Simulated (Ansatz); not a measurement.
# SiGePH (triplet): wave-function methods side by side, cc-pVDZ

Aim: climb from Hartree-Fock through coupled cluster for SiGePH (triplet) at one geometry and basis, and see what each rung misses.

Program: Ansatz 0.2.0, Gaussian basis. Level of theory: cc-pVDZ, core rule «outside noble gas», up to 24 orbitals frozen. These are calculated values, not measurements.

The runs, in order: UHF; CCSD(T) on ROHF; CCSD(T) on UHF; BCCD(T) on ROHF; CISD; CCSDT(Q) on ROHF; CCSDT(Q) on UHF.

25 further runs of the same task are left out: 13 that didn't finish, 12 set aside as unsound or not needed.

### Step 1. The system

The geometry is a PBE0/def2-TZVP stationary point (not a proven minimum). No spin-orbit coupling is included. The filled d shell of Ge may be among the frozen orbitals whatever the setting's name suggests; the logs give the count.

4 atoms, charge 0, spin multiplicity 3.

Atoms are counted from 1 here; the program's logs count them from 0.

Bond lengths: Ge1–Si2 2.558 Å, Ge1–P3 2.213 Å, Si2–P3 2.167 Å, Si2–H4 1.507 Å. Angles: Si2–Ge1–P3 53.4°, Ge1–Si2–P3 55.1°, Ge1–Si2–H4 110.3°, P3–Si2–H4 121.4°, Ge1–P3–Si2 71.5°.

### Step 2. UHF

Input file in.yaml:

```yaml
crystal:
  periodic: [false, false, false]
  atoms:
    - {symbol: Ge, position_ang: [0.009806, 0.202438, 0.942821]}
    - {symbol: Si, position_ang: [-0.104787, 0.777489, -1.547135]}
    - {symbol: P, position_ang: [0.035461, -1.230007, -0.744318]}
    - {symbol: H, position_ang: [1.123418, 1.544418, -1.964550]}
basis:
  gaussian: {orbitals: cc-pVDZ}
magnetization: {spin_polarized: true, initial_magnetization: 2}
hamiltonian: {xc: hf}
output: {orbitals: {seedname: orbitals}}
```

Run with:

```bash
$ ansatz run in.yaml --threads 1 --pin off --events-out ev --progress --plain --max-ram 2393MiB
```

Further steps of the session: CCSD(T) on ROHF; CCSD(T) on UHF; BCCD(T) on ROHF; CISD; CCSDT(Q) on ROHF; CCSDT(Q) on UHF.

**Question.** What will the summary of the whole plan be? Wanted: UCCSDT(Q) below the RHF energy; RMP2 from UCCSDT(Q); UMP2 from UCCSDT(Q); RCCSD from UCCSDT(Q); RCCSD(T) from UCCSDT(Q); UCCSD(T) from UCCSDT(Q); RCCSDT(Q) from UCCSDT(Q); T1 diagnostic.

The runs gave:

| quantity | value |
| --- | --- |
| UCCSDT(Q) below the RHF energy | -8.7290 eV |
| RMP2 from UCCSDT(Q) | +31.65 kcal/mol |
| UMP2 from UCCSDT(Q) | +33.42 kcal/mol |
| RCCSD from UCCSDT(Q) | +12.55 kcal/mol |
| RCCSD(T) from UCCSDT(Q) | +1.95 kcal/mol |
| UCCSD(T) from UCCSDT(Q) | +1.99 kcal/mol |
| RCCSDT(Q) from UCCSDT(Q) | +0.12 kcal/mol |
| levels within 1 kcal/mol (43 meV) | RCCSDT(Q) |
| T1 diagnostic | 0.034 |

**Reading.** RCCSD(T) misses by +1.95 kcal/mol, 1.0 % of the correlation energy. These misses are within one basis, not against nature; the frozen cores of restricted and unrestricted runs differ, which can shift their rows.
